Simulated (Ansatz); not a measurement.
# Pt (Pt, isolated atom): the cost of one run

Computed with Ansatz 0.2.0 (DFT, plane waves (420 eV) with PBE-made PAW files, scalar-relativistic; functionals as named at each step, unless a step says otherwise).

## (1) Starting point

The box measures 14.0 × 14.4 × 14.8 Å; its three sides differ, so that it imposes no cubic symmetry.

As a file:

```
Pt
1.0
    14.00000    0.00000    0.00000
     0.00000   14.40000    0.00000
     0.00000    0.00000   14.80000
Pt
1
Direct
  0.50000 0.50000 0.50000
```

## (2) PBE single point

The run with PBE.

Input file input.yaml:

```yaml
crystal:
  lattice:
    - [14.0, 0.0, 0.0]
    - [0.0, 14.4, 0.0]
    - [0.0, 0.0, 14.8]
  atoms:
    - { symbol: Pt, position: [0.5, 0.5, 0.5], spin: 2.0 }
  symmetry: { detect: false, time_reversal: true }
hamiltonian:
  xc: pbe
  pseudopotentials:
    kind: paw
    azcp:
      Pt: "pseudopotentials/Pt.paw.azcp"
basis:
  ecutwfc: 420
  fft_grid_basis: typed
kpoints:
  mp_grid: { grid: [1, 1, 1], shift: [0, 0, 0] }
magnetization:
  spin_polarized: true
scf:
  occupations: { method: fermi_dirac, width: 0.01 }
output:
  write_density: true
  write_potential: true
  elf: true
  volumetric_format: npy
```

Started as:

```sh
> ansatz run input.yaml --threads 4 --pin off --max-ram 10240MiB --backend cpu --events-out ev --progress --plain --runs-dir out
```

Q: Estimate wall time and peak memory on 4 threads of Intel Xeon 6975P-C (Granite Rapids), shared host.

About 37 s, with a peak of 1.6 GiB.
